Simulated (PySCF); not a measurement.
# C4H6F2O: electronic excitations and core binding energies

Aim: predict the electronic excitations and core binding energies of C4H6F2O (`CC1[C@@H](F)O[C@@H]1F`).

Computed with PySCF 2.14.0, with density-fitted response routines of our own, on a single molecule in the gas phase. Atoms are numbered from 0 throughout.

### Step 1. The molecule as given

13 atoms, charge 0, multiplicity 1; geometry from: GFN2-xTB.

Bonds of the start (Å): C0–C1 1.51, C1–C2 1.54, C2–F3 1.36, C2–O4 1.40, O4–C5 1.41, C5–F6 1.36, C5–C1 1.54, C0–H7 1.09, C0–H8 1.09, C0–H9 1.09, C1–H10 1.09, C2–H11 1.10, C5–H12 1.10.

### Step 2. Ultraviolet spectrum: B3LYP/def2-SVPD

Job settings and geometry (Å):

```
{"job": {"kind": "uv", "xc": "B3LYP", "basis": "def2-SVPD", "nstates": 8, "ntriplets": 3}, "charge": 0, "multiplicity": 1}
C      1.511484     0.105223    -0.029463
C      0.054271     0.306644    -0.389497
C     -0.829007    -0.951055    -0.507798
F     -0.194246    -2.105215    -0.160942
O     -1.671879    -0.509185     0.525739
C     -0.911569     0.652146     0.753798
F     -1.646106     1.776985     0.532110
H      1.607836    -0.593836     0.797527
H      2.052969    -0.294194    -0.883219
H      1.954363     1.056562     0.254855
H     -0.064328     0.983886    -1.235313
H     -1.353697    -1.152817    -1.448545
H     -0.514478     0.725344     1.773022
```

With the program's defaults for keys left out, this is: TDDFT B3LYP/def2-SVPD, vertical, gas phase, core orbitals frozen in the response.

Run with:

```bash
OMP_NUM_THREADS=1 python probes_run.py task.json out
```

One launch serves the whole session: the jobs run in the order shown.

**Question.** After this job, these run on its result: delta-SCF UKS SCAN, pcX-2 on the ionised atom, pcseg-1 elsewhere, spin-free X2C. What will the session give for the following? lowest singlet (B3LYP/def2-SVPD); brightest single state of those computed; lowest triplet; C1s binding energies, SCAN/pcX-2; F1s binding energies, SCAN/pcX-2; O1s binding energies, SCAN/pcX-2.

**Answer**, as computed:

| quantity | value |
| --- | --- |
| lowest singlet (B3LYP/def2-SVPD) | 8.02 eV (155 nm), f = 0.023 |
| brightest single state of those computed | state 8, 9.20 eV, f = 0.036 |
| lowest triplet | 7.83 eV |
| C1s binding energies, SCAN/pcX-2 | C2 294.78, C5 294.77, C1 291.51, C0 291.25 eV |
| F1s binding energies, SCAN/pcX-2 | F3 692.91, F6 692.87 eV |
| O1s binding energies, SCAN/pcX-2 | O4 539.21 eV |

What this shows: The lowest singlet, at 8.02 eV, is HOMO→LUMO 0.97 and is weak; of the 8 states computed, the strongest absorption comes from state 8 at 9.20 eV (the last computed, so partners may be missing). The lowest triplet lies 0.19 eV below the lowest singlet (triplets in Tamm-Dancoff, singlets in full TDDFT). States above −ε(HOMO) lie where TDDFT describes them poorly and they hang on the basis; the brightest is among them. C2 (sp3 CH bonded to F and O) binds its C1s electron 3.52 eV more tightly than C0 (methyl carbon). The F1s levels computed lie within 0.04 eV of one another, too close to rank.
